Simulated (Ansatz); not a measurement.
# InBr2Cl: one species, many methods

The task here is to estimate one member of a computed series from the others.

Computed with Ansatz 0.2.0, Gaussian basis. Level: functionals in def2-TZVPP, the program's frozen cores in correlated methods.

Plan: LDA (SPW92), PBE-D4, revPBE-D4, BLYP-D4, r2SCAN-D4, B97M-V, PBE0-D4, B3LYP-D4, r2SCANh-D4, r2SCAN0-D4, HSE06-D4, BHLYP-D4, CAM-B3LYP-D4, LC-ωPBE, ωB97X-V, ωB97M-V, B2PLYP, PBE-QIDH; CCSD(T)/def2-SVP; CCSD(T)/def2-TZVPP; MP2/def2-QZVPP; extrapolation to the limit; RPA on PBE.

1 further run of the same task is left out (for a known fault of the program).

## Structure used throughout

The geometry comes from an earlier relaxation with PBE0-D4 in a triple-zeta def2 set; it is a stationary point. In takes the def2 core potential; no spin-orbit term is included.

4 atoms, charge 0, spin multiplicity 1.

Atoms are counted from 1 here; the program's logs count them from 0.

Bond lengths: Cl1–In2 2.299 Å, In2–Br3 2.434 Å, In2–Br4 2.434 Å. Angles: Cl1–In2–Br3 119.4°, Cl1–In2–Br4 119.4°, Br3–In2–Br4 121.2°.

The first run:

Input file in.yaml:

```yaml
crystal:
  periodic: [false, false, false]
  atoms:
    - {symbol: Cl, position_ang: [-1.918364, -0.981535, 0.865525]}
    - {symbol: In, position_ang: [-0.018889, -0.009657, 0.008519]}
    - {symbol: Br, position_ang: [2.162814, -0.776119, 0.767664]}
    - {symbol: Br, position_ang: [-0.225550, 1.767312, -1.641708]}
basis:
  gaussian: {orbitals: def2-TZVPP}
hamiltonian: {xc: lda}
output: {orbitals: {seedname: orbitals}}
```

Started as:

```sh
ansatz run in.yaml --threads 4 --pin off --events-out ev --progress --plain --max-ram 10444MiB
```

Steps of the session up to this table: LDA; PBE-D4 (GGA); revPBE-D4 (GGA); BLYP-D4 (GGA); r2SCAN-D4 (meta-GGA); B97M-V (meta-GGA); B3LYP-D4 (hybrid); r2SCANh-D4 (hybrid); r2SCAN0-D4 (hybrid); HSE06-D4 (hybrid); BHLYP-D4 (hybrid); CAM-B3LYP-D4 (range-separated); LC-ωPBE (range-separated); ωB97X-V (range-separated); ωB97M-V (range-separated); B2PLYP (double hybrid); PBE-QIDH (double hybrid).

One table of the session follows, with a row left open; its other results are not shown here.

It belongs to the step «Frontier levels by functional». 

```
  functional  HOMO (eV)  LUMO (eV)  gap (eV)
 LDA (SPW92)      -7.73      -4.11      3.62
      PBE-D4      -7.55      -3.77      3.77
   revPBE-D4      -7.49      -3.65      3.83
     BLYP-D4      -7.36      -3.71      3.64
   r2SCAN-D4      -7.90      -3.62      4.28
      B97M-V      -7.95      -3.57      4.38
     PBE0-D4      -8.85      -2.95      5.90
    B3LYP-D4      -8.56      -3.24      5.32
  r2SCANh-D4      -8.37      -3.32      5.06
  r2SCAN0-D4          ?          ?         ?
    HSE06-D4      -8.45      -3.32      5.13
    BHLYP-D4      -9.96      -2.08      7.88
CAM-B3LYP-D4     -10.16      -2.02      8.14
     LC-ωPBE     -11.58      -0.78     10.79
     ωB97X-V     -11.20      -0.93     10.27
     ωB97M-V     -11.05      -1.03     10.02
```

Q: Estimate the row for r2SCAN0-D4 from the others.

Worked estimate for «HOMO (eV)». Against the share of exact exchange, r2SCAN-D4 (0, -7.90), r2SCANh-D4 (0.1, -8.37) give a slope of -4.70 per unit share; at 0.25 the line stands at -9.07.

**Answer.** HOMO (eV): -9.08; LUMO (eV): -2.86; gap (eV): 6.22. In «HOMO (eV)» the line misses by +0.01.
